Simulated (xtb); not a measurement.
# CH6FOSi2 (SMILES C[Si](F)O[SiH3]) at GFN2-xTB (hydrogen mass 1 u, md dump 20 fs, md temperature 300 K, md time 0.2 ps)

Wanted: molecular dynamics of CH6FOSi2. 

The calculation is run with xtb 6.7.1.

5 further runs of the same task are left out: 1 that didn't finish, 4 set aside as unsound or not needed.

## Step 1: The system as given

CH6FOSi2: 11 atoms, total charge 0, spin state doublet. SMILES: `C[Si](F)O[SiH3]`. Geometry: optimised at GFN2-xTB. This is one conformer, not always the lowest. The run starts from this shape.

Bond lengths: C1–Si2 1.897 Å, Si2–F3 1.629 Å, Si2–O4 1.612 Å, O4–Si5 1.627 Å, C1–H6 1.085 Å, C1–H7 1.089 Å, C1–H8 1.084 Å, Si5–H9 1.459 Å, Si5–H10 1.462 Å, Si5–H11 1.461 Å. Some angles: C1–Si2–F3 105.9°, C1–Si2–O4 112.5°, F3–Si2–O4 104.5°, Si2–O4–Si5 156.3°, Si2–C1–H6 110.9°, Si2–C1–H7 109.2°, Si2–C1–H8 111.7°, O4–Si5–H9 104.6°, O4–Si5–H10 104.5°, O4–Si5–H11 109.3°.

## Step 2: Molecular dynamics at GFN2-xTB (hydrogen mass 1 u, md dump 20 fs, md temperature 300 K, md time 0.2 ps)

Input file xtb.inp:

```
$md
   temp=300
   time=0.2
   step=0.5
   dump=20
   hmass=1
   shake=0
   nvt=false
$end
```

Input file mol.xyz:

```xyz
11

C     -1.516189    -0.106869     1.414693
Si    -0.378950     1.149130     0.560909
F      0.888943     1.356789     1.562859
O      0.268678     0.570385    -0.797131
Si     1.301956    -0.303408    -1.700911
H     -1.911154     0.295607     2.341311
H     -0.946839    -1.005248     1.648071
H     -2.350500    -0.387174     0.781281
H      1.807800     0.638437    -2.693616
H      0.478967    -1.368048    -2.272588
H      2.357289    -0.839603    -0.844869
```

Launch:

```console
xtb --md -I xtb.inp --uhf 1 -- mol.xyz > mol.out
```

What values should one expect? Wanted: potential energy of the last frame.

Computed results:

At GFN2-xTB (hydrogen mass 1 u, md dump 20 fs, md temperature 300 K, md time 0.2 ps):

| quantity | value |
| --- | --- |
| potential energy of the last frame | -17.53027 Eh |
